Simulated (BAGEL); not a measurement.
**C2H7BO (SMILES CCBO): a chain of runs**

We compute a single-point energy (HF/def2-SV(P)), then a single-point energy (NEVPT2(2,2)/def2-SV(P)), then a single-point energy (CASPT2(2,2)/def2-SV(P)) of C2H7BO. 

Program for the calculation: BAGEL 1.2.2.

1 further run of the same task is left out (set aside as unsound or not needed).

### 1 The structure to begin with

C2H7BO: 11 atoms, total charge 0, spin state singlet. As SMILES, `CCBO`. One bond was lengthened or shortened from a relaxed shape.

Bond lengths: C1–C2 1.528 Å, C2–B3 1.334 Å, B3–O4 1.355 Å, C1–H5 1.093 Å, C1–H6 1.092 Å, C1–H7 1.093 Å, C2–H8 1.098 Å, C2–H9 1.101 Å, B3–H10 1.202 Å, O4–H11 0.962 Å. Some angles: C1–C2–B3 114.3°, C2–B3–O4 123.5°, C1–C2–H8 110.4°, C1–C2–H9 108.7°, B3–C2–H8 111.8°, B3–C2–H9 105.8°, C2–C1–H5 111.4°, C2–C1–H6 111.9°, C2–C1–H7 111.0°, C2–B3–H10 121.4°.

### 2 A single-point energy at HF/def2-SV(P) (density fitting with svp-jkfit) (run 1)

Contents of input.json:

```json
{ "bagel" : [

{
  "title" : "molecule",
  "basis" : "def2-sv_p_.json",
  "df_basis" : "svp-jkfit",
  "angstrom" : true,
  "geometry" : [
    { "atom" : "C", "xyz" : [      -0.407328,       1.220488,       0.037517 ] },
    { "atom" : "C", "xyz" : [       0.000772,      -0.219912,       0.342117 ] },
    { "atom" : "B", "xyz" : [       0.844200,      -0.749700,      -0.545000 ] },
    { "atom" : "O", "xyz" : [       0.775200,      -2.034600,      -0.968200 ] },
    { "atom" : "H", "xyz" : [      -0.974728,       1.285088,      -0.894483 ] },
    { "atom" : "H", "xyz" : [      -1.029228,       1.643688,       0.829717 ] },
    { "atom" : "H", "xyz" : [       0.471172,       1.860488,      -0.074183 ] },
    { "atom" : "H", "xyz" : [      -0.888428,      -0.848212,       0.483717 ] },
    { "atom" : "H", "xyz" : [       0.529172,      -0.241212,       1.307717 ] },
    { "atom" : "H", "xyz" : [       1.748300,      -0.108300,      -1.010000 ] },
    { "atom" : "H", "xyz" : [       0.038500,      -2.519500,      -0.584400 ] }
  ]
},

{ "title" : "hf" },

{ "title" : "print", "file" : "orbitals.molden", "orbitals" : true }

]}
```

The basis set def2-SV(P) is read from a file made from the Basis Set Exchange's data (not shown).

On the command line:

```bash
BAGEL_NUM_THREADS=1 BAGEL input.json > input.out
```

Output:

```text
* using 1 threads per process

  ===============================================================
  ===============================================================

  *** Geometry ***

  { "atom" : "C", "xyz" : [     -0.769738,      2.306388,      0.070897 ] },
  { "atom" : "C", "xyz" : [      0.001459,     -0.415573,      0.646507 ] },
  { "atom" : "B", "xyz" : [      1.595307,     -1.416728,     -1.029901 ] },
  { "atom" : "O", "xyz" : [      1.464916,     -3.844837,     -1.829633 ] },
  { "atom" : "H", "xyz" : [     -1.841969,      2.428464,     -1.690328 ] },
  { "atom" : "H", "xyz" : [     -1.944959,      3.106120,      1.567938 ] },
  { "atom" : "H", "xyz" : [      0.890386,      3.515813,     -0.140186 ] },
  { "atom" : "H", "xyz" : [     -1.678886,     -1.602888,      0.914093 ] },
  { "atom" : "H", "xyz" : [      0.999990,     -0.455825,      2.471227 ] },
  { "atom" : "H", "xyz" : [      3.303808,     -0.204657,     -1.908623 ] },
  { "atom" : "H", "xyz" : [      0.072754,     -4.761165,     -1.104356 ] },

  Number of auxiliary basis functions:      428

  Since a DF basis is specified, we compute 2- and 3-index integrals:
    o Being stored without compression. Storage requirement is 0.017 GB

  Number of basis functions:       70
  Number of electrons      :       32

    * METHOD: MOLECULE                             0.13

  *** RHF ***

  === Nuclear Repulsion ===
   116.7356174513

      * DIIS with orbital gradients will be used.

  === RHF iteration (def2-sv_p_.json) ===
      0       -178.96133340          0.02368895           0.03
      1       -179.14818884          0.01263837           0.03
      2       -179.20177998          0.00215521           0.03
      3       -179.20377779          0.00079939           0.04
      4       -179.20400885          0.00010848           0.03
      5       -179.20401668          0.00002631           0.03
      6       -179.20401719          0.00000856           0.04
      7       -179.20401724          0.00000184           0.04
      8       -179.20401724          0.00000058           0.04
      9       -179.20401724          0.00000024           0.04
     10       -179.20401724          0.00000007           0.04
     11       -179.20401724          0.00000003           0.03
     12       -179.20401724          0.00000001           0.04
    * SCF iteration converged.

    * Permanent dipole moment:
           (    0.720503,    -0.027878,    -0.616533) a.u.

    * METHOD: HF                                   0.53

    * METHOD: PRINT                                0.01

  ===============================================================
```

It took 1 s on 1 thread of Intel Xeon 6975P-C (Granite Rapids), shared host; peak memory 0.15 GiB.

### 3 A single-point energy at NEVPT2(2,2)/def2-SV(P) (density fitting with svp-jkfit) (run 2)

Contents of nevpt2.json:

```json
{ "bagel" : [

{
  "title" : "molecule",
  "basis" : "def2-sv_p_.json",
  "df_basis" : "svp-jkfit",
  "angstrom" : "true",
  "geometry" : [
    { "atom" : "C", "xyz" : [      -0.407328,       1.220488,       0.037517 ] },
    { "atom" : "C", "xyz" : [       0.000772,      -0.219912,       0.342117 ] },
    { "atom" : "B", "xyz" : [       0.844200,      -0.749700,      -0.545000 ] },
    { "atom" : "O", "xyz" : [       0.775200,      -2.034600,      -0.968200 ] },
    { "atom" : "H", "xyz" : [      -0.974728,       1.285088,      -0.894483 ] },
    { "atom" : "H", "xyz" : [      -1.029228,       1.643688,       0.829717 ] },
    { "atom" : "H", "xyz" : [       0.471172,       1.860488,      -0.074183 ] },
    { "atom" : "H", "xyz" : [      -0.888428,      -0.848212,       0.483717 ] },
    { "atom" : "H", "xyz" : [       0.529172,      -0.241212,       1.307717 ] },
    { "atom" : "H", "xyz" : [       1.748300,      -0.108300,      -1.010000 ] },
    { "atom" : "H", "xyz" : [       0.038500,      -2.519500,      -0.584400 ] }
  ]
},

{ "title" : "hf" },

{ "title" : "casscf", "nstate" : 1, "nact" : 2, "nclosed" : 15, "active" : [6, 30], "maxiter" : 200, "natocc" : "true" },

{ "title" : "nevpt2", "nstate" : 1, "nact" : 2, "nclosed" : 15, "active" : [6, 30], "maxiter" : 200, "natocc" : "true", "ncore" : 4 },

{ "title" : "print", "file" : "orbitals.molden", "orbitals" : "true" }

]}
```

The basis set def2-SV(P) is read from a file made from the Basis Set Exchange's data (not shown).

On the command line:

```bash
BAGEL_NUM_THREADS=1 BAGEL nevpt2.json > nevpt2.out
```

Output:

```text
* using 1 threads per process

  ===============================================================
  ===============================================================

  *** Geometry ***

  { "atom" : "C", "xyz" : [     -0.769738,      2.306388,      0.070897 ] },
  { "atom" : "C", "xyz" : [      0.001459,     -0.415573,      0.646507 ] },
  { "atom" : "B", "xyz" : [      1.595307,     -1.416728,     -1.029901 ] },
[... 7 lines of this table left out ...]
  { "atom" : "H", "xyz" : [      0.072754,     -4.761165,     -1.104356 ] },

  Number of auxiliary basis functions:      428

  Since a DF basis is specified, we compute 2- and 3-index integrals:
    o Being stored without compression. Storage requirement is 0.017 GB

  Number of basis functions:       70
  Number of electrons      :       32

    * METHOD: MOLECULE                             0.15

  *** RHF ***

  === Nuclear Repulsion ===
   116.7356174513

      * DIIS with orbital gradients will be used.

  === RHF iteration (def2-sv_p_.json) ===
      0       -178.96133340          0.02368895           0.03
      1       -179.14818884          0.01263837           0.03
      2       -179.20177998          0.00215521           0.03
[... 9 lines of this table left out ...]
     12       -179.20401724          0.00000001           0.03
    * SCF iteration converged.

    * Permanent dipole moment:
           (    0.720503,    -0.027878,    -0.616533) a.u.

    * METHOD: HF                                   0.44

  ---------------------------
      CASSCF calculation
  ---------------------------

    ==== Active orbitals : =====
         Orbital 6
         Orbital 30
    ============================

    * nstate   :      1
    * nclosed  :     15
    * nact     :      2
    * nvirt    :     53
  === CASSCF iteration (def2-sv_p_.json) ===

    * Using the second-order algorithm

      0  0      -179.20415496     2.62e-05      0.01

      1  0      -179.20430620     3.71e-05      0.10
[... 19 lines of this table left out ...]
     11  0      -179.21862947     7.01e-09      0.11

    * Second-order optimization converged. *

     guess   0:   closed 1.                   open ..

  === FCI iteration ===

      0  0      -179.20387253     8.28e-02      0.00
      1  0      -179.21862832     5.56e-04      0.00
      2  0 *    -179.21862947     1.91e-15      0.00

     * ci vector, state   0, <S^2> = 0.0000
       2.     0.9960503710
       .2    -0.0887899679

    * METHOD: CASSCF                               1.46

    * freezing 4 orbitals

  === DF-NEVPT2 calculation ===

    * 3-index integral transformation done
    * assembly done

      NEVPT2 correlation energy:   -0.4963815237      0.09

          (+0)     -0.4114702324
          (+0)'    -0.0274391705
          (+1)     -0.0072712442
          (+1)'    -0.0000000000
          (+2)     -0.0003925335
          (-1)     -0.0425318905
          (-1)'     0.0000000000
          (-2)     -0.0072764526

      NEVPT2 total energy:       -179.7150109895

    * METHOD: NEVPT2                               0.15

    * METHOD: PRINT                                0.01

  ===============================================================
```

Wall time 2.5 s (1 thread of Intel Xeon 6975P-C (Granite Rapids), shared host); peak memory 0.15 GiB.

### 4 The energy at CASPT2(2,2)/def2-SV(P) (density fitting with svp-jkfit) (run 3)

Contents of caspt2.json:

```json
{ "bagel": [

{
  "title": "molecule",
  "basis": "def2-sv_p_.json",
  "df_basis": "svp-jkfit",
  "angstrom": true,
  "geometry": [
    { "atom": "C", "xyz": [      -0.407328,       1.220488,       0.037517 ] },
    { "atom": "C", "xyz": [       0.000772,      -0.219912,       0.342117 ] },
    { "atom": "B", "xyz": [       0.844200,      -0.749700,      -0.545000 ] },
    { "atom": "O", "xyz": [       0.775200,      -2.034600,      -0.968200 ] },
    { "atom": "H", "xyz": [      -0.974728,       1.285088,      -0.894483 ] },
    { "atom": "H", "xyz": [      -1.029228,       1.643688,       0.829717 ] },
    { "atom": "H", "xyz": [       0.471172,       1.860488,      -0.074183 ] },
    { "atom": "H", "xyz": [      -0.888428,      -0.848212,       0.483717 ] },
    { "atom": "H", "xyz": [       0.529172,      -0.241212,       1.307717 ] },
    { "atom": "H", "xyz": [       1.748300,      -0.108300,      -1.010000 ] },
    { "atom": "H", "xyz": [       0.038500,      -2.519500,      -0.584400 ] }
  ]
},

{
  "title": "hf"
},

{
  "title": "casscf",
  "nstate": 1,
  "nact": 2,
  "nclosed": 15,
  "active": [6, 30],
  "maxiter": 200,
  "natocc": true
},

{
  "title": "print",
  "file": "orbitals.molden",
  "orbitals": true
},

{
  "title": "smith",
  "method": "caspt2",
  "ms": true,
  "xms": true,
  "sssr": true,
  "shift": 0.2,
  "shift_imag": true,
  "ncore": 4
}

]}
```

The basis set def2-SV(P) is read from a file made from the Basis Set Exchange's data (not shown).

On the command line:

```bash
BAGEL_NUM_THREADS=1 BAGEL caspt2.json > caspt2.out
```

Output:

```text
* using 1 threads per process

  ===============================================================
  ===============================================================

  *** Geometry ***

  { "atom" : "C", "xyz" : [     -0.769738,      2.306388,      0.070897 ] },
  { "atom" : "C", "xyz" : [      0.001459,     -0.415573,      0.646507 ] },
  { "atom" : "B", "xyz" : [      1.595307,     -1.416728,     -1.029901 ] },
[... 7 lines of this table left out ...]
  { "atom" : "H", "xyz" : [      0.072754,     -4.761165,     -1.104356 ] },

  Number of auxiliary basis functions:      428

  Since a DF basis is specified, we compute 2- and 3-index integrals:
    o Being stored without compression. Storage requirement is 0.017 GB

  Number of basis functions:       70
  Number of electrons      :       32

    * METHOD: MOLECULE                             0.12

  *** RHF ***

  === Nuclear Repulsion ===
   116.7356174513

      * DIIS with orbital gradients will be used.

[... 6 lines left out ...]
    * SCF iteration converged.
[... 1 line left out ...]
    * Permanent dipole moment:
[... 27 lines left out ...]
    * Second-order optimization converged. *
[... 9 lines left out ...]
     * ci vector, state   0, <S^2> = 0.0000
[... 16 lines left out ...]
    * Zeroth order energy : state  0       -1.2394276140
[... 3 lines left out ...]
      -------------------------------------------  CASPT2 iteration  ---------------------------------------------------
       #      aibj      arbs      arbi      airj      risj      airs      arst      rist         Etot      error   time
      ------------------------------------------------------------------------------------------------------------------

       0  -0.41148  -0.00864  -0.04350  -0.00835  -0.00058  -0.02393  -0.00000  -0.00000   -0.4964796  0.0024210   0.06
       1  -0.41194  -0.00874  -0.04379  -0.00856  -0.00063  -0.02468  -0.00000  -0.00000   -0.4983372  0.0004246   0.05
       2  -0.41197  -0.00874  -0.04380  -0.00857  -0.00063  -0.02469  -0.00000  -0.00000   -0.4984129  0.0000831   0.05
       3  -0.41197  -0.00874  -0.04380  -0.00856  -0.00063  -0.02470  -0.00000  -0.00000   -0.4984150  0.0000173   0.05
       4  -0.41197  -0.00874  -0.04380  -0.00856  -0.00063  -0.02470  -0.00000  -0.00000   -0.4984151  0.0000038   0.05
       5  -0.41197  -0.00874  -0.04380  -0.00856  -0.00063  -0.02470  -0.00000  -0.00000   -0.4984151  0.0000007   0.05

      ------------------------------------------------------------------------------------------------------------------

    * CASPT2 energy : state  0     -179.7192135973
        w/o shift correction       -179.7170445418
        reference weight              0.8661181753

    * METHOD: SMITH                                0.43

  ===============================================================
```

It took 2.8 s on 1 thread of Intel Xeon 6975P-C (Granite Rapids), shared host; peak memory 0.15 GiB.

### 5 Results

| quantity | value |
| --- | --- |
| run 1, HF/def2-SV(P): total energy | -179.20402 Eh |
| run 1, HF/def2-SV(P): dipole moment | 2.41 D |
| run 1, HF/def2-SV(P): HOMO energy | -12.40 eV |
| run 1, HF/def2-SV(P): LUMO energy | 4.21 eV |
| run 1, HF/def2-SV(P): HOMO–LUMO gap | 16.62 eV |
| run 2, NEVPT2(2,2)/def2-SV(P): total energy | -179.71501 Eh |
| run 3, CASPT2(2,2)/def2-SV(P): total energy | -179.71921 Eh |
